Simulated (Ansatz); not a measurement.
# Ge4H10: geometry and vibrations

The task is to find a stationary geometry of Ge4H10, check the end point by its vibrations and derive ideal-gas thermochemistry.

Program: Ansatz 0.2.0, Gaussian basis. Level of theory: RKS PBE0-D4/def2-TZVP. These are calculated values, not measurements.

Plan: relaxation at PBE0-D4/def2-TZVP; harmonic vibrations at the same level.

1 further run of the same task is left out (set aside as unsound or not needed).

**1. Starting geometry**

SMILES `[GeH3][GeH2][GeH2][GeH3]`, 14 atoms, charge 0, spin multiplicity 1.

Atoms are counted from 1 here; the program's logs count them from 0.

Bond lengths: Ge1–Ge2 2.378 Å, Ge1–H5 1.501 Å, Ge1–H6 1.501 Å, Ge1–H7 1.498 Å, Ge2–Ge3 2.399 Å, Ge2–H8 1.514 Å, Ge2–H9 1.514 Å, Ge3–Ge4 2.379 Å, Ge3–H10 1.514 Å, Ge3–H11 1.514 Å, Ge4–H12 1.500 Å, Ge4–H13 1.501 Å, Ge4–H14 1.499 Å. Angles: Ge2–Ge1–H5 112.8°, Ge2–Ge1–H6 113.4°, Ge2–Ge1–H7 114.0°, H5–Ge1–H6 104.9°, H5–Ge1–H7 105.4°, H6–Ge1–H7 105.5°, Ge1–Ge2–Ge3 116.4°, Ge1–Ge2–H8 109.6°, Ge1–Ge2–H9 108.8°, Ge3–Ge2–H8 109.7°, Ge3–Ge2–H9 109.5°, H8–Ge2–H9 102.0°, Ge2–Ge3–Ge4 116.4°, Ge2–Ge3–H10 109.7°, Ge2–Ge3–H11 109.5°, Ge4–Ge3–H10 109.7°, Ge4–Ge3–H11 108.7°, H10–Ge3–H11 101.9° and more.

Geometry (Å):

```xyz
14
Ge4H10
Ge   -1.73197    1.84625   -0.30124
Ge   -0.64861    0.57709    1.39317
Ge    1.33848   -0.59713    0.73943
Ge    1.21637   -1.83049   -1.29065
H    -2.19943    1.00181   -1.45074
H    -0.84844    2.88792   -0.92285
H    -2.94841    2.58238    0.17159
H    -0.34695    1.46748    2.57986
H    -1.64347   -0.40151    1.97982
H     1.78624   -1.50791    1.86224
H     2.49410    0.37637    0.64647
H     0.12644   -2.86148   -1.29514
H     0.93400   -0.96378   -2.48368
H     2.47163   -2.57699   -1.62827
```

The start is a GFN2-xTB geometry.

**2. Geometry optimisation, PBE0-D4/def2-TZVP**

in.yaml

```yaml
crystal:
  periodic: [false, false, false]
  atoms:
    - {symbol: Ge, position_ang: [-1.731970, 1.846250, -0.301240]}
    - {symbol: Ge, position_ang: [-0.648610, 0.577090, 1.393170]}
    - {symbol: Ge, position_ang: [1.338480, -0.597130, 0.739430]}
    - {symbol: Ge, position_ang: [1.216370, -1.830490, -1.290650]}
    - {symbol: H, position_ang: [-2.199430, 1.001810, -1.450740]}
    - {symbol: H, position_ang: [-0.848440, 2.887920, -0.922850]}
    - {symbol: H, position_ang: [-2.948410, 2.582380, 0.171590]}
    - {symbol: H, position_ang: [-0.346950, 1.467480, 2.579860]}
    - {symbol: H, position_ang: [-1.643470, -0.401510, 1.979820]}
    - {symbol: H, position_ang: [1.786240, -1.507910, 1.862240]}
    - {symbol: H, position_ang: [2.494100, 0.376370, 0.646470]}
    - {symbol: H, position_ang: [0.126440, -2.861480, -1.295140]}
    - {symbol: H, position_ang: [0.934000, -0.963780, -2.483680]}
    - {symbol: H, position_ang: [2.471630, -2.576990, -1.628270]}
basis:
  gaussian: {orbitals: def2-TZVP}
hamiltonian: {xc: pbe0, dispersion: d4}
relax: {f_tol: 0.005, max_steps: 150}
```

Further steps of the session: Vibrations by finite differences.

Q: Predict the results of all the runs planned. Wanted: point group; shift from the start; total energy; dispersion term; dipole moment; lowest, highest wavenumber; zero-point energy.

As calculated:

```
                  quantity            value
               point group               C2
                     steps                9
shift from the start (rms)          0.211 Å
              total energy  -226208.1103 eV
           dispersion term         -317 meV
             dipole moment           0.10 D
lowest, highest wavenumber    16, 2157 cm⁻¹
         zero-point energy     205.6 kJ/mol
       entropy at 298.15 K  463.0 J/(mol K)
```

**Reading.** The relaxed geometry lies 0.21 Å (rms) from the start; the bond that changed most is Ge1–Ge2, from 2.378 to 2.423 Å. All wavenumbers are real, so the end point is a minimum. The stiffest mode, 2157 cm⁻¹, is a Ge–H stretch, and 5 modes under 200 cm⁻¹ make the vibrational entropy uncertain. Harmonic hybrid wavenumbers usually lie a few per cent above measured fundamentals.
